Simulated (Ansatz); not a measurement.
I need a ladder of basis sets of CH5GeO, SMILES [CH3][GeH][OH]. Use the Ansatz DFT code, driven from Python. Level of theory (for the species named): PBE0, def2-SVP basis, multiplicity 2, D3BJ dispersion. The script varies basis: def2-SVP, def2-SVPD, def2-TZVP, def2-TZVPP.

```xyz
8

C    -0.6474    0.8080   -0.5245
Ge    0.7793   -0.3224   -0.0690
O     0.1087   -1.8291    0.6283
H    -0.2248    1.8016   -0.9795
H    -1.2796    1.0833    0.3577
H    -1.3503    0.3616   -1.2761
H     1.7212    0.3931    0.9688
H     0.9850   -2.3533    0.8385
```

`basis_ch5geo.py`
```python
"""Basis-set convergence for CH5GeO."""

import ansatz as az

GEOMETRY = """
C    -0.64740    0.80800   -0.52450
Ge    0.77930   -0.32240   -0.06900
O     0.10870   -1.82910    0.62830
H    -0.22480    1.80160   -0.97950
H    -1.27960    1.08330    0.35770
H    -1.35030    0.36160   -1.27610
H     1.72120    0.39310    0.96880
H     0.98500   -2.35330    0.83850
"""

mol = az.Crystal.molecule()
for line in GEOMETRY.strip().splitlines():
    symbol, *xyz = line.split()
    mol = mol.atom(symbol, [float(v) for v in xyz])

setup = (
    mol.calculation()
    .functional("PBE0", dispersion="d3bj")
    .spin("collinear", total=1)
)

energies = {}
for basis in ["def2-SVP", "def2-SVPD", "def2-TZVP", "def2-TZVPP"]:
    data = setup.basis(gaussian=basis).run(threads=1).report
    size = data["n_frozen"] + data["n_occupied"][0] + data["n_virtual"][0]
    energies[basis] = (data["reference_energy_ev"] / 27.211386246, data["free_energy_ev"] / 27.211386246)
    print(f"{basis:14s} {size:4d} orbitals  reference {energies[basis][0]:14.6f} Ha  total {energies[basis][1]:14.6f} Ha")

last = energies["def2-TZVPP"][1]
for basis, (_, total) in energies.items():
    print(f"{basis:14s} lies {27.211386 * (total - last):9.4f} eV above def2-TZVPP")
```

```console
$ python basis_ch5geo.py
def2-SVP         85 orbitals  reference   -2192.566419 Ha  total   -2192.570359 Ha
def2-SVPD       121 orbitals  reference   -2192.580425 Ha  total   -2192.584365 Ha
def2-TZVP       140 orbitals  reference   -2192.968014 Ha  total   -2192.971954 Ha
def2-TZVPP      180 orbitals  reference   -2192.970565 Ha  total   -2192.974506 Ha
def2-SVP       lies   10.9974 eV above def2-TZVPP
def2-SVPD      lies   10.6163 eV above def2-TZVPP
def2-TZVP      lies    0.0694 eV above def2-TZVPP
def2-TZVPP     lies    0.0000 eV above def2-TZVPP
```

Against def2-SVP: def2-SVPD -14.0 mHa, def2-TZVP -401.6 mHa and def2-TZVPP -404.1 mHa. The last step alone is -2.55 mHa (these two sets differ little on atoms other than hydrogen). From the first set to the last the time grows from 2.5 to 6.0 s.

What to keep in mind:
- The settings weren't tested for convergence.
- The geometry is a force-field or estimated start, not a minimum of this method, and the last set is no limit. Much of the fall in a total is atomic energy, which cancels in bond and reaction energies.
- The species is open-shell (spin multiplicity 2).
- Total less reference energy is the dispersion correction.
- Wall time of the script: 17 s on 1 thread of Intel(R) Xeon(R) 6975P-C (Granite Rapids), on a shared host, peak memory 0.49 GiB.

(Lines on the test bed's own set-up are left out of the output.)
